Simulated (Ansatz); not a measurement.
# CH9AlOSi2: small, medium and large basis sets

Aim: see how fast density functionals converge with the basis set for CH9AlOSi2.

Computed with Ansatz 0.2.0, Gaussian basis. Level: one geometry, several basis sets.

The runs, in order: PBE0-D4/def2-SVP; ωB97M-V/def2-SVP; PBE0-D4/def2-QZVPP; ωB97M-V/def2-QZVPP; the functionals' def2-TZVPP values are taken from earlier runs.

### Step 1. The geometry

All runs share one geometry, relaxed beforehand with PBE0-D4 in a triple-zeta def2 set.

14 atoms, charge 0, spin multiplicity 1.

Atoms are counted from 1 here; the program's logs count them from 0.

Bond lengths: C1–Al2 1.943 Å, C1–H6 1.092 Å, C1–H7 1.095 Å, C1–H8 1.095 Å, Al2–Si3 2.455 Å, Al2–O4 1.692 Å, Si3–H9 1.492 Å, Si3–H10 1.492 Å, Si3–H11 1.491 Å, O4–Si5 1.624 Å, Si5–H12 1.489 Å, Si5–H13 1.487 Å, Si5–H14 1.487 Å. Angles: Al2–C1–H6 112.2°, Al2–C1–H7 111.2°, Al2–C1–H8 110.6°, H6–C1–H7 108.3°, H6–C1–H8 107.9°, H7–C1–H8 106.4°, C1–Al2–Si3 125.6°, C1–Al2–O4 118.8°, Si3–Al2–O4 115.6°, Al2–Si3–H9 111.4°, Al2–Si3–H10 110.8°, Al2–Si3–H11 112.7°, H9–Si3–H10 106.9°, H9–Si3–H11 107.5°, H10–Si3–H11 107.1°, Al2–O4–Si5 160.4°, O4–Si5–H12 111.0°, O4–Si5–H13 110.0° and more.

### Step 2. PBE0-D4 in def2-SVP

in.yaml reads:

```yaml
crystal:
  periodic: [false, false, false]
  atoms:
    - {symbol: C, position_ang: [-1.749071, 1.713197, 0.569714]}
    - {symbol: Al, position_ang: [-0.325265, 0.417972, 0.303261]}
    - {symbol: Si, position_ang: [1.433941, -0.128557, 1.926331]}
    - {symbol: O, position_ang: [-0.255971, -0.426571, -1.161593]}
    - {symbol: Si, position_ang: [0.253215, -1.450337, -2.314743]}
    - {symbol: H, position_ang: [-2.335659, 1.873520, -0.337856]}
    - {symbol: H, position_ang: [-1.350154, 2.678526, 0.896994]}
    - {symbol: H, position_ang: [-2.432319, 1.378147, 1.357737]}
    - {symbol: H, position_ang: [1.550756, -1.601885, 2.127082]}
    - {symbol: H, position_ang: [2.763863, 0.352031, 1.449027]}
    - {symbol: H, position_ang: [1.197218, 0.488617, 3.263006]}
    - {symbol: H, position_ang: [1.514038, -2.129398, -1.905183]}
    - {symbol: H, position_ang: [0.505190, -0.707004, -3.578123]}
    - {symbol: H, position_ang: [-0.782681, -2.487459, -2.566854]}
basis:
  gaussian: {orbitals: def2-SVP}
hamiltonian: {xc: pbe0, dispersion: d4}
output: {orbitals: {seedname: orbitals}}
```

After this run come: ωB97M-V in def2-SVP; PBE0-D4 in def2-QZVPP; ωB97M-V in def2-QZVPP.

Before running them: what should the planned runs give, taken together? Wanted: PBE0-D4: double and triple zeta above quadruple; ωB97M-V: double and triple zeta above quadruple.

**Answer**, as computed:

| quantity | value |
| --- | --- |
| PBE0-D4: double and triple zeta above quadruple | 12.72, 0.94 eV |
| ωB97M-V: double and triple zeta above quadruple | 12.85, 0.89 eV |

What this shows: PBE0-D4 gains 11.78 eV from double to triple zeta, then 0.94 eV more. These are total energies; as a rule much of such shifts cancels in differences, which this series doesn't test.
